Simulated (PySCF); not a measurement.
# C3H8O2Si: the cost of one run

The runs use PySCF 2.14.0, with density-fitted response routines of our own; the level of theory stands in each step. All values are computed, except where a source is named. Atoms are numbered from 0 throughout.

**1. The molecule as given**

14 atoms, charge 0, multiplicity 1; geometry from: GFN2-xTB. The atoms were then displaced at random by about 0.01 Å, so the start is not that level's minimum.

Bonds of the start (Å): C0–C1 1.30, C1–C2 1.51, C1–Si3 1.92, Si3–O4 1.60, Si3–O5 1.61, C0–H6 1.08, C0–H7 1.10, C2–H8 1.07, C2–H9 1.07, C2–H10 1.10, Si3–H11 1.48, O4–H12 0.97, O5–H13 0.94.

**2. Relaxing the molecule at PBE0-D3(BJ)/def2-SVP**

Job settings and geometry (Å):

```
{"job": {"xc": "PBE0", "basis": "def2-SVP", "d3": "d3bj", "grid": 1, "shake": 0.01, "kind": "geom"}, "charge": 0, "multiplicity": 1}
C     -0.588590     1.485040    -0.741050
C     -0.538640     0.304880    -0.189850
C     -1.737130    -0.609650    -0.175890
Si     1.066260    -0.353410     0.624610
O      2.355470     0.556820     0.356820
O      1.337520    -1.783790    -0.068440
H      0.240790     2.183640    -0.774210
H     -1.499280     1.877790    -1.215540
H     -1.453830    -1.545860    -0.619810
H     -2.573530    -0.176130    -0.674230
H     -2.006990    -0.829180     0.870580
H      0.852700    -0.520020     2.080000
H      2.315490     1.499580     0.576100
H      2.222630    -2.104770    -0.091700
```

The run is started by

```bash
> OMP_NUM_THREADS=1 python probes_run.py task.json out
```

The driver reads the jobs from task.json and runs them one after another.

Q: Estimate the wall time and peak memory of this first job on 1 thread of Intel Xeon Platinum 8259CL at 2.50GHz, shared host.

About 2 min, with a peak of 0.51 GiB.
